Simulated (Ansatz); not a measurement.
Crystal: GaGe3.

```
CELL_PARAMETERS angstrom
0.00000 3.38717 3.38717
3.38717 0.00000 3.38717
3.38717 3.38717 0.00000
ATOMIC_POSITIONS crystal
Ge 0.50000 0.50000 0.50000
Ge 0.75000 0.75000 0.75000
Ge 0.25000 0.25000 0.25000
Ga 0.00000 0.00000 0.00000
```

The cell comes from a database or a generator and needn't be the stable form of this composition.

| Property | Result |
| --- | --- |
| Program | Ansatz 0.2.0 |
| Task | single point |
| Functional | PBEsol |
| Potentials or basis | all-electron LAPW, scalar-relativistic |
| Cutoff | 202 eV (chosen from the basis error) |
| Basis error allowed | 0.001 eV/atom |
| k mesh | 7 × 7 × 7 |
| Occupations | fermi-dirac, width 0.05 eV |
| Spin | no spin polarisation |

On this cell: pressure -3.9 GPa; largest force zero by symmetry; band gap on the k mesh none (metal or under the smearing width).

The same run follows on a disturbed copy (atoms moved at random, drawn with an rms of 0.05 Å):

```
Ge Ga
1.0
     0.00000    3.38717    3.38717
     3.38717    0.00000    3.38717
     3.38717    3.38717    0.00000
Ge Ga
3 1
Direct
  0.50734 0.50116 0.49465
  0.75945 0.75176 0.74618
  0.24907 0.25508 0.25198
  0.00983 0.98232 0.01066
```

Question: What does the disturbed cell give?

Answer: The energy (extrapolated to zero smearing) moves by +2.0 meV/atom; pressure -3.8 GPa; largest force 0.155 eV/Å; band gap on the k mesh none (metal or under the smearing width).

Forces in eV/Å, atoms in the order of the input:
```
Ge   0.019  0.028 -0.026
Ge   0.008  0.018 -0.054
Ge  -0.073  0.062 -0.023
Ga   0.046 -0.108  0.102
```

Stress tensor (GPa, compression positive):
```
-3.83 -0.01  0.03
-0.01 -3.79 -0.08
 0.03 -0.08 -3.80
```
